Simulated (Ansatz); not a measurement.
Crystal: GaGe.

```xyz
2
Lattice="0.0000 2.8978 2.8978 2.8978 0.0000 2.8978 2.8978 2.8978 0.0000" Properties=species:S:1:pos:R:3 pbc="T T T"
Ge    0.0000    0.0000    0.0000
Ga    1.4489    1.4489    1.4489
```

The cell comes from a database or a generator and needn't be the stable form of this composition.

Base run:

```yaml
Program: Ansatz 0.2.0
Functional: PBE
Potentials_or_basis: Ansatz PAW
Cutoff: "420 eV (not typed: the program's choice for these potentials)"
k_mesh: 8 × 8 × 8
Occupations: gaussian, width 0.011 eV
Spin: no spin polarisation
```

Its results: band gap on the k mesh none (metal or under the smearing width); pressure 0.2 GPa.

**Question.** The run is repeated on the same cell with these changes: functional from PBE to PBEsol; occupations from gaussian, width 0.011 eV to fermi-dirac, width 0.05 eV. What comes out?

**Answer.** Band gap on the k mesh none (metal or under the smearing width); pressure -2.4 GPa.

Caveats: the PAW data sets come from PBE, with cores solved anew for the run's functional, which leaves a small shift of forces and pressure (some runs).
